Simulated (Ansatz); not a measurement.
# CH2BFOS: the cost of one run

The runs use Ansatz 0.2.0, Gaussian basis; the settings change from run to run.

## (1) The relaxed structure

The structure was relaxed beforehand with PBE0-D4 in a triple-zeta def2 set.

SMILES `O=C(S)BF`, 7 atoms, charge 0, spin multiplicity 1.

Atoms are counted from 1 here; the program's logs count them from 0.

Bond lengths: O1–C2 1.201 Å, C2–S3 1.793 Å, C2–B4 1.598 Å, S3–H6 1.344 Å, B4–F5 1.309 Å, B4–H7 1.197 Å. Angles: O1–C2–S3 121.1°, O1–C2–B4 124.2°, S3–C2–B4 114.8°, C2–S3–H6 95.5°, C2–B4–F5 117.8°, C2–B4–H7 122.8°, F5–B4–H7 119.4°.

## (2) LC-wPBE/aug-cc-pVDZ

Options: unrestricted orbitals, coordinates scaled by 1.25, a grid of angular degree 11.

in.yaml

```yaml
crystal:
  periodic: [false, false, false]
  atoms:
    - {symbol: O, position_ang: [0.640997, -2.350648, 0.464325]}
    - {symbol: C, position_ang: [0.248932, -0.901350, 0.455463]}
    - {symbol: S, position_ang: [-0.019552, 0.235984, 2.368348]}
    - {symbol: B, position_ang: [-0.039259, 0.172427, -1.203786]}
    - {symbol: F, position_ang: [1.069028, 0.042395, -2.399786]}
    - {symbol: H, position_ang: [-0.612022, 1.631255, 1.643328]}
    - {symbol: H, position_ang: [-1.211499, 1.084813, -1.384891]}
basis:
  gaussian: {orbitals: aug-cc-pVDZ, final_grid: {core_spheres: 5, valence_spheres: 4, degree: 11}}
magnetization: {spin_polarized: true, initial_magnetization: 0}
hamiltonian: {xc: {name: LC-wPBE}}
output: {forces: true}
```

Run with:

```bash
$ ansatz run in.yaml --threads 2 --pin off --events-out ev --progress --plain --max-ram 4352MiB
```

**Question.** How long does this run take on 2 threads of Arm Neoverse V1, shared host, and how much memory does it need?

About 7 s, with a peak of 0.46 GiB.
